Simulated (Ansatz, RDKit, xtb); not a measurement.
# Isomers of C2H8GeOSi, a sample narrowed down

A sample of isomers of C2H8GeOSi is drawn. Aim: find which of them has the lowest free energy at 298.15 K, then its properties. The sample is small against all isomers, and the most stable one of this formula need not be in it.

Plan: many cheap relaxations first (GFN2-xTB), then density-functional screening, relaxation at PBE-D3(BJ)/def2-SVP, vibrations (at GFN2-xTB) and a final energy. The numbers are computed, not measured.

**1. Drawing up candidates**

Isomers were taken from a list of plausible structures; this is a sample, not all of them. That gives 4 candidates.

```tsv
label	SMILES	spin
c150	C[Si@@H]([GeH3])C=O	singlet
c624	[CH3][Ge@@H]([SiH3])[CH]=O	singlet
c687	[CH3][GeH2][SiH2]C=O	singlet
c975	C[SiH2][GeH2][CH]=O	singlet
```

Candidates are built by distance geometry, with a force field where one applies, in up to four conformers (letters a to d).

**2. First filter: tight binding**

All 10 starts are relaxed the same way. One of them, c687a (taken from a list of positional isomers, embedded by distance geometry and UFF), in full:

The input, start.xyz:

```xyz
13
c687a
C      0.121668     0.004464    -0.951749
C     -1.223096     1.444786     2.490492
Ge     1.292845     1.044494     0.277812
O     -2.080413     0.954327     1.850284
Si     0.494374     0.834448     2.404071
H     -0.882502     0.414982    -0.869702
H      0.511677     0.091998    -1.999819
H      0.121329    -1.025452    -0.664585
H      2.732065     0.500306     0.144764
H      1.256001     2.528858    -0.208227
H      1.358042     1.590145     3.300693
H      0.535790    -0.596040     2.782600
H     -1.491903     2.303793     3.160808
```

On the command line:

```
$ xtb start.xyz --gfn 2 --opt
```

What it wrote, shortened:

```text
* xtb version 6.7.1
[...]
          :  # basis functions                  40          :
[...]
          :  # electrons                        30          :
[...]
          :  Hamiltonian                  GFN2-xTB          :
[...]
          :  net charge                          0          :
          :  unpaired electrons                  0          :
[...]
   *** convergence criteria satisfied after 14 iterations ***
[...]
   *** GEOMETRY OPTIMIZATION CONVERGED AFTER 41 ITERATIONS ***
[...]
   *** convergence criteria satisfied after 3 iterations ***
[...]
         ::                     SUMMARY                     ::
         :::::::::::::::::::::::::::::::::::::::::::::::::::::
         :: total energy             -16.031992499219 Eh    ::
         :: gradient norm              0.000267255455 Eh/a0 ::
         :: HOMO-LUMO gap              2.390355615054 eV    ::
         ::.................................................::
         :: SCC energy               -16.187912185199 Eh    ::
         :: -> isotropic ES            0.029284585328 Eh    ::
         :: -> anisotropic ES          0.002200413419 Eh    ::
         :: -> anisotropic XC          0.005239214555 Eh    ::
         :: -> dispersion             -0.008477460714 Eh    ::
         :: repulsion energy           0.155919685980 Eh    ::
         :: add. restraining           0.000000000000 Eh    ::
         :: total charge               0.000000000000 e     ::
         :::::::::::::::::::::::::::::::::::::::::::::::::::::
[...]
        15        2.0000           -0.3771836             -10.2637 (HOMO)
        16                         -0.2893397              -7.8733 (LUMO)
[...]
     #   Z          covCN         q      C6AA      α(0)
     1   6          3.661    -0.141    23.534     6.960
     2   6          2.649     0.092    25.940     8.332
     3  32          3.693     0.056   170.848    23.471
     4   8          0.863    -0.312    19.995     5.995
     5  14          3.649     0.414    99.666    19.141
     6   1          0.925     0.050     2.320     2.382
     7   1          0.925     0.044     2.393     2.419
     8   1          0.925     0.035     2.513     2.479
     9   1          0.934    -0.063     4.428     3.290
    10   1          0.937    -0.032     3.685     3.001
    11   1          0.918    -0.077     4.815     3.432
    12   1          0.917    -0.077     4.820     3.434
    13   1          0.922     0.011     2.881     2.655
[...]
     #   Z sym  total        # sym  WBO       # sym  WBO       # sym  WBO
 ---------------------------------------------------------------------------
     1   6      3.989 --     6      0.971     8      0.970     7      0.968
                             3      0.943
     2   6      3.814 --     4      1.972    13      0.946     5      0.819
     3  32      3.703 --     1      0.943     9      0.870    10      0.865
                             5      0.764
     4   8      2.143 --     2      1.972
     5  14      3.555 --    11      0.880    12      0.878     2      0.819
                             3      0.764
     6   1      0.997 --     1      0.971
     7   1      0.998 --     1      0.968
     8   1      0.999 --     1      0.970
     9   1      0.995 --     3      0.870
    10   1      0.999 --     3      0.865
[...]
molecular dipole:
                 x           y           z       tot (Debye)
 q only:        0.591      -0.502       0.703
   full:        0.221      -0.565       0.674       2.306
molecular quadrupole (traceless):
[...]
          | TOTAL ENERGY              -16.031992499219 Eh   |
          | GRADIENT NORM               0.000267255455 Eh/α |
          | HOMO-LUMO GAP               2.390355615054 eV   |
           -------------------------------------------------
[...]
```

Wall time 0.37 s (2 threads of Arm Neoverse N1, shared host).

**3. What the search left**

10 of the 10 relaxations converged; 2 ended on a minimum already found. 8 distinct structures remain:

```tsv
label	start	SMILES after	spin	energy (kcal/mol)
c624a	drawn	[CH3][Ge@@H]([SiH3])[CH]=O	singlet	0.0
c624b	drawn	[CH3][Ge@@H]([SiH3])[CH]=O	singlet	0.4
c975d	drawn	C[SiH2][GeH2][CH]=O	singlet	1.2
c975b	drawn	C[SiH2][GeH2][CH]=O	singlet	1.4
c975a	drawn	C[SiH2][GeH2][CH]=O	singlet	1.9
c687a	drawn	[CH3][GeH2][SiH2]C=O	singlet	2.3
c687b	drawn	[CH3][GeH2][SiH2]C=O	singlet	2.7
c150b	drawn	C[Si@@H]([GeH3])C=O	singlet	3.8
```

**4. Screening with a density functional**

A choice of the minima (the low ones first, few conformers of a pattern, up to a cap) and the lowest that fell apart get a single point at r2SCAN-D4/def2-SVP on the tight-binding geometry, and one at HF/STO-3G for comparison. The lowest singlets are also tried as triplets at the same geometry (label ending in t). Within 40 kcal/mol but not screened, among others: c975a. The first, c624a:

The input, input.yaml:

```yaml
crystal:
  periodic: [false, false, false]
  atoms:
    - {symbol: C, position_ang: [-1.547604, -0.856950, 0.557195]}
    - {symbol: C, position_ang: [-0.328123, 0.564565, 3.110713]}
    - {symbol: Ge, position_ang: [-0.026469, 0.270783, 1.150612]}
    - {symbol: O, position_ang: [-1.286173, 1.153996, 3.537244]}
    - {symbol: Si, position_ang: [0.174763, 2.255611, -0.108279]}
    - {symbol: H, position_ang: [-1.598553, -1.783025, 1.124203]}
    - {symbol: H, position_ang: [-2.480801, -0.318508, 0.703860]}
    - {symbol: H, position_ang: [-1.459225, -1.105810, -0.497457]}
    - {symbol: H, position_ang: [1.209926, -0.629528, 1.117316]}
    - {symbol: H, position_ang: [0.315419, 1.928843, -1.528732]}
    - {symbol: H, position_ang: [-1.020931, 3.078069, 0.066741]}
    - {symbol: H, position_ang: [1.352141, 3.015508, 0.312362]}
    - {symbol: H, position_ang: [0.423910, 0.163165, 3.822798]}
basis:
  gaussian:
    orbitals: def2-SVP
hamiltonian:
  xc: r2scan
  dispersion: d4
scf:
  lower_state_search: "off"
output:
  orbitals: {seedname: orbitals}
```

On the command line:

```
$ ansatz run input.yaml --threads 2 --pin off --max-ram 5220MiB --events-out events.jsonl --progress --plain --runs-dir runs
```

What it wrote, shortened:

```text
Warning: RAYON_NUM_THREADS=2 ignored (pool sized by the plan → 2); use --threads N
Functional definition: r2SCAN
  name "r2SCAN"
[...]
1470 factors; their error is unknown
[...]
mean field -68630.58672475 eV, -2522.1275426521 hartree, gradient 3.7e-6 eV, S^2 0.000000; 0 other end points of the search recorded, 0 dependent functions left out
reference -68630.58673596 eV, -2522.1275430640 hartree; 37, 37 occupied and 95, 95 virtual orbitals, 1470 factors
Total energy: -68630.66020542 eV, -2522.1302430169 hartree
Checks for a lower state left out: stability, starts, cluster_reference, orbital_swaps, neighbouring_geometries, increment
```

Run time: 6 s. Hardware: 2 threads of Arm Neoverse N1, shared host; peak memory 0.17 GiB.

Relative energies in kcal/mol, each column from its lowest structure that stays in one piece:

```tsv
label	SMILES	spin	GFN2-xTB	HF/STO-3G	r2SCAN-D4/def2-SVP
c975d	C[SiH2][GeH2][CH]=O	singlet	1.2	2.2	0.0
c975b	C[SiH2][GeH2][CH]=O	singlet	1.4	2.2	1.2
c150b	C[Si@@H]([GeH3])C=O	singlet	3.8	0.0	1.3
c624a	[CH3][Ge@@H]([SiH3])[CH]=O	singlet	0.0	3.9	3.2
c624b	[CH3][Ge@@H]([SiH3])[CH]=O	singlet	0.4	3.1	3.5
c687a	[CH3][GeH2][SiH2]C=O	singlet	2.3	3.7	3.7
c687b	[CH3][GeH2][SiH2]C=O	singlet	2.7	2.7	4.5
c150bt	C[Si@@H]([GeH3])C=O	triplet	–	–	56.8
c975dt	C[SiH2][GeH2][CH]=O	triplet	–	–	60.0
```

**5. Refinement at PBE-D3(BJ)/def2-SVP**

4 candidates are relaxed at PBE-D3(BJ)/def2-SVP (chosen among the lowest in one piece, one conformer a pattern). The first, c975d:

The input, input.yaml:

```yaml
crystal:
  periodic: [false, false, false]
  atoms:
    - {symbol: C, position_ang: [-0.126729, 1.223281, -2.008259]}
    - {symbol: C, position_ang: [-0.368228, -2.143849, 0.284416]}
    - {symbol: Ge, position_ang: [-0.724186, -0.318742, 1.014321]}
    - {symbol: O, position_ang: [0.247536, -2.353960, -0.727383]}
    - {symbol: Si, position_ang: [0.316969, 1.431683, -0.176989]}
    - {symbol: H, position_ang: [0.361075, 1.966282, -2.631983]}
    - {symbol: H, position_ang: [0.175364, 0.240193, -2.361023]}
    - {symbol: H, position_ang: [-1.199716, 1.313066, -2.162341]}
    - {symbol: H, position_ang: [1.767279, 1.351221, 0.027526]}
    - {symbol: H, position_ang: [-0.152452, 2.729430, 0.324747]}
    - {symbol: H, position_ang: [-0.401518, -0.479196, 2.486877]}
    - {symbol: H, position_ang: [-2.239107, -0.303386, 1.093068]}
    - {symbol: H, position_ang: [-0.775478, -3.003642, 0.859591]}
basis:
  gaussian:
    orbitals: def2-SVP
hamiltonian:
  xc: pbe
  dispersion: d3bj
scf:
  lower_state_search: off
relax:
  f_tol: 0.006
```

On the command line:

```
$ ansatz run input.yaml --threads 2 --pin off --max-ram 5220MiB --events-out events.jsonl --progress --plain --runs-dir runs
```

What it wrote:

```text
Warning: RAYON_NUM_THREADS=2 ignored (pool sized by the plan → 2); use --threads N
The last accepted step is kept in runs//last_step.txt (removed where the run ends without a failure and the disk answers)
Functional definition: PBE
  name "PBE"
  parameter kappa = 0.804
  parameter beta = 0.06672455060314922
  exchange = pbe_x(kappa = kappa, mu = beta*pi^2/3)
  correlation = pbe_c(beta = beta)
these checks for a lower state are left out or cut short: stability, starts, cluster_reference, orbital_swaps, neighbouring_geometries, increment
1470 factors; their error is unknown
mean field evaluation 1: about -68606.0413 eV, gradient 6.7e1 eV
mean field evaluation 2: about -68578.0293 eV, gradient 1.2e2 eV
mean field evaluation 4: about -68615.7409 eV, gradient 1.2e1 eV
mean field evaluation 8: about -68616.0699 eV, gradient 2.9e-1 eV
mean field evaluation 16: about -68615.9826 eV, gradient 6.4e-4 eV
mean field -68615.98257385 eV, -2521.5908500057 hartree, gradient 2.8e-6 eV, S^2 0.000000; 0 other end points of the search recorded, 0 dependent functions left out
the calculation of the forces begins
reference -68615.98261340 eV, -2521.5908514591 hartree; 37, 37 occupied and 95, 95 virtual orbitals, 1470 factors
relax step   1: F+E_penalty+E_count = -68616.27609915 eV  Δ(F+E_penalty+E_count) = +0.000e0 eV  max|allowed force component| = 1.032e0 eV/Å  Δτ_max = 0.0000 Å  (18 SCF iters, accepted)
these checks for a lower state are left out or cut short: stability, starts, cluster_reference, orbital_swaps, neighbouring_geometries, increment
1470 factors; their error is unknown
mean field -68616.13632475 eV, -2521.5965002469 hartree, gradient 2.1e-6 eV, S^2 0.000000; 0 other end points of the search recorded, 0 dependent functions left out
the calculation of the forces begins
reference -68616.13636441 eV, -2521.5965017046 hartree; 37, 37 occupied and 95, 95 virtual orbitals, 1470 factors
relax step   2: F+E_penalty+E_count = -68616.43081043 eV  Δ(F+E_penalty+E_count) = -1.547e-1 eV  max|allowed force component| = 4.399e-1 eV/Å  Δτ_max = 0.1477 Å  (19 SCF iters, accepted)
these checks for a lower state are left out or cut short: stability, starts, cluster_reference, orbital_swaps, neighbouring_geometries, increment
1470 factors; their error is unknown
mean field evaluation 32: about -68615.9808 eV, gradient 1.6e-1 eV
mean field -68615.98088990 eV, -2521.5907881216 hartree, gradient 9.4e-7 eV, S^2 0.000000; 0 other end points of the search recorded, 0 dependent functions left out
the calculation of the forces begins
reference -68615.98092959 eV, -2521.5907895801 hartree; 37, 37 occupied and 95, 95 virtual orbitals, 1470 factors
relax step   3: F+E_penalty+E_count = -68616.27518071 eV  Δ(F+E_penalty+E_count) = +1.556e-1 eV  max|allowed force component| = 2.548e0 eV/Å  Δτ_max = 0.1304 Å  (25 SCF iters, rejected (line search))
[... from here on, the SCF cycles and remarks between the steps are left out ...]
relax step   4: F+E_penalty+E_count = -68616.45119647 eV  Δ(F+E_penalty+E_count) = -2.039e-2 eV  max|allowed force component| = 3.331e-1 eV/Å  Δτ_max = 0.0652 Å  (19 SCF iters, accepted)
relax step   5: F+E_penalty+E_count = -68616.45828051 eV  Δ(F+E_penalty+E_count) = -7.084e-3 eV  max|allowed force component| = 3.137e-1 eV/Å  Δτ_max = 0.0599 Å  (19 SCF iters, accepted)
relax step   6: F+E_penalty+E_count = -68616.45874361 eV  Δ(F+E_penalty+E_count) = -4.631e-4 eV  max|allowed force component| = 5.634e-2 eV/Å  Δτ_max = 0.1092 Å  (18 SCF iters, accepted)
relax step   7: F+E_penalty+E_count = -68616.46068599 eV  Δ(F+E_penalty+E_count) = -1.942e-3 eV  max|allowed force component| = 1.672e-2 eV/Å  Δτ_max = 0.0505 Å  (20 SCF iters, accepted)
relax step   8: F+E_penalty+E_count = -68616.46108271 eV  Δ(F+E_penalty+E_count) = -3.967e-4 eV  max|allowed force component| = 4.025e-2 eV/Å  Δτ_max = 0.0317 Å  (20 SCF iters, accepted)
relax step   9: F+E_penalty+E_count = -68616.46103660 eV  Δ(F+E_penalty+E_count) = +4.611e-5 eV  max|allowed force component| = 9.777e-2 eV/Å  Δτ_max = 0.0598 Å  (19 SCF iters, rejected (line search))
relax step  10: F+E_penalty+E_count = -68616.46129037 eV  Δ(F+E_penalty+E_count) = -2.077e-4 eV  max|allowed force component| = 4.004e-2 eV/Å  Δτ_max = 0.0287 Å  (20 SCF iters, accepted)
relax step  11: F+E_penalty+E_count = -68616.45877203 eV  Δ(F+E_penalty+E_count) = +2.518e-3 eV  max|allowed force component| = 3.664e-1 eV/Å  Δτ_max = 0.0979 Å  (19 SCF iters, rejected (line search))
relax step  12: F+E_penalty+E_count = -68616.46140242 eV  Δ(F+E_penalty+E_count) = -1.120e-4 eV  max|allowed force component| = 3.177e-2 eV/Å  Δτ_max = 0.0346 Å  (19 SCF iters, accepted)
relax step  13: F+E_penalty+E_count = -68616.46158886 eV  Δ(F+E_penalty+E_count) = -1.864e-4 eV  max|allowed force component| = 8.324e-2 eV/Å  Δτ_max = 0.0350 Å  (19 SCF iters, accepted)
relax step  14: F+E_penalty+E_count = -68616.46168035 eV  Δ(F+E_penalty+E_count) = -9.150e-5 eV  max|allowed force component| = 4.675e-2 eV/Å  Δτ_max = 0.0085 Å  (21 SCF iters, accepted)
relax step  15: F+E_penalty+E_count = -68616.46171278 eV  Δ(F+E_penalty+E_count) = -3.243e-5 eV  max|allowed force component| = 1.550e-2 eV/Å  Δτ_max = 0.0060 Å  (21 SCF iters, accepted)
relax step  16: F+E_penalty+E_count = -68616.46178571 eV  Δ(F+E_penalty+E_count) = -7.293e-5 eV  max|allowed force component| = 1.156e-2 eV/Å  Δτ_max = 0.0090 Å  (21 SCF iters, accepted)
relax step  17: F+E_penalty+E_count = -68616.46188924 eV  Δ(F+E_penalty+E_count) = -1.035e-4 eV  max|allowed force component| = 2.029e-2 eV/Å  Δτ_max = 0.0276 Å  (19 SCF iters, accepted)
relax step  18: F+E_penalty+E_count = -68616.46165723 eV  Δ(F+E_penalty+E_count) = +2.320e-4 eV  max|allowed force component| = 8.449e-2 eV/Å  Δτ_max = 0.0446 Å  (19 SCF iters, rejected (line search))
relax step  19: F+E_penalty+E_count = -68616.46194355 eV  Δ(F+E_penalty+E_count) = -5.432e-5 eV  max|allowed force component| = 3.130e-2 eV/Å  Δτ_max = 0.0218 Å  (20 SCF iters, accepted)
relax step  20: F+E_penalty+E_count = -68616.46197486 eV  Δ(F+E_penalty+E_count) = -3.131e-5 eV  max|allowed force component| = 3.603e-2 eV/Å  Δτ_max = 0.0172 Å  (20 SCF iters, accepted)
relax step  21: F+E_penalty+E_count = -68616.46199909 eV  Δ(F+E_penalty+E_count) = -2.423e-5 eV  max|allowed force component| = 3.534e-2 eV/Å  Δτ_max = 0.0124 Å  (20 SCF iters, accepted)
relax step  22: F+E_penalty+E_count = -68616.46201981 eV  Δ(F+E_penalty+E_count) = -2.072e-5 eV  max|allowed force component| = 2.629e-2 eV/Å  Δτ_max = 0.0142 Å  (20 SCF iters, accepted)
relax step  23: F+E_penalty+E_count = -68616.46201077 eV  Δ(F+E_penalty+E_count) = +9.039e-6 eV  max|allowed force component| = 2.440e-2 eV/Å  Δτ_max = 0.0105 Å  (20 SCF iters, rejected (line search))
relax step  24: F+E_penalty+E_count = -68616.46203160 eV  Δ(F+E_penalty+E_count) = -1.179e-5 eV  max|allowed force component| = 1.377e-2 eV/Å  Δτ_max = 0.0051 Å  (13 SCF iters, accepted)
relax step  25: F+E_penalty+E_count = -68616.46203445 eV  Δ(F+E_penalty+E_count) = -2.850e-6 eV  max|allowed force component| = 8.713e-3 eV/Å  Δτ_max = 0.0031 Å  (13 SCF iters, accepted)
these checks for a lower state are left out or cut short: stability, starts, cluster_reference, orbital_swaps, neighbouring_geometries, increment
1470 factors; their error is unknown
mean field evaluation 192: about -68616.1648 eV, gradient 4.5e-4 eV
mean field -68616.16478507 eV, -2521.5975461444 hartree, gradient 2.6e-6 eV, S^2 0.000000; 0 other end points of the search recorded, 0 dependent functions left out
the calculation of the forces begins
reference -68616.16482483 eV, -2521.5975476054 hartree; 37, 37 occupied and 95, 95 virtual orbitals, 1470 factors
relax step  26: F+E_penalty+E_count = -68616.46203650 eV  Δ(F+E_penalty+E_count) = -2.049e-6 eV  max|allowed force component| = 3.809e-3 eV/Å  Δτ_max = 0.0034 Å  (13 SCF iters, accepted)
Total energy: -68616.46207625 eV, -2521.6084713938 hartree
Atom 0 at    -0.139154     1.167173    -1.987668 Å, force     0.000332     0.001341    -0.000693 eV/Å
Atom 1 at    -0.307026    -2.086387     0.221891 Å, force    -0.001442    -0.001881    -0.003809 eV/Å
Atom 2 at    -0.809851    -0.319833     1.092507 Å, force     0.001134     0.001354     0.000132 eV/Å
Atom 3 at     0.023500    -2.162849    -0.944458 Å, force    -0.000065     0.002249     0.000639 eV/Å
Atom 4 at     0.300871     1.389852    -0.162107 Å, force    -0.000326    -0.000288     0.000451 eV/Å
Atom 5 at     0.455340     1.846992    -2.630246 Å, force     0.000110    -0.000184    -0.000085 eV/Å
Atom 6 at     0.064246     0.116803    -2.276500 Å, force    -0.000025    -0.001347    -0.000614 eV/Å
Atom 7 at    -1.214691     1.372789    -2.158954 Å, force    -0.000093    -0.000297     0.000405 eV/Å
Atom 8 at     1.781013     1.218451     0.062929 Å, force     0.000251     0.000424     0.000226 eV/Å
Atom 9 at    -0.089425     2.750359     0.355826 Å, force    -0.000190     0.000539     0.000503 eV/Å
Atom 10 at    -0.471916    -0.394178     2.609617 Å, force    -0.000129     0.000255     0.000039 eV/Å
Atom 11 at    -2.360563    -0.224624     0.973183 Å, force     0.000156    -0.000461    -0.000130 eV/Å
Atom 12 at    -0.351534    -3.022167     0.866546 Å, force     0.000287    -0.001705     0.002935 eV/Å
Dipole moment:    -0.092029     0.079483     0.140380 e Å
Checks for a lower state left out: stability, starts, cluster_reference, orbital_swaps, neighbouring_geometries, increment
```

Wall time 98 s (2 threads of Arm Neoverse N1, shared host); peak memory 0.17 GiB.

Energy change by step (eV): 0.0000, -0.1547, 0.0009, -0.1751, -0.1822, -0.1826, -0.1846, -0.1850, -0.1849, -0.1852, -0.1827, -0.1853, -0.1855, -0.1856, -0.1856, -0.1857, -0.1858, -0.1856, -0.1858, -0.1859, -0.1859, -0.1859, -0.1859, -0.1859, -0.1859, -0.1859.

After the run. Bond lengths: C2–Ge3 2.033 Å, C2–O4 1.215 Å, C1–Si5 1.891 Å, Ge3–Si5 2.394 Å, C1–H6 1.108 Å, C1–H7 1.108 Å, C1–H8 1.108 Å, Si5–H9 1.507 Å, Si5–H10 1.507 Å, Ge3–H11 1.556 Å, Ge3–H12 1.558 Å, C2–H13 1.137 Å. Some angles: C2–Ge3–Si5 106.3°, Ge3–C2–O4 122.2°, C1–Si5–Ge3 108.3°, C2–Ge3–H11 108.8°, C2–Ge3–H12 105.5°, Si5–Ge3–H11 116.4°, Si5–Ge3–H12 112.2°, Ge3–C2–H13 117.6°, O4–C2–H13 120.2°, C1–Si5–H9 111.1°.

[end of part 1 of 2]
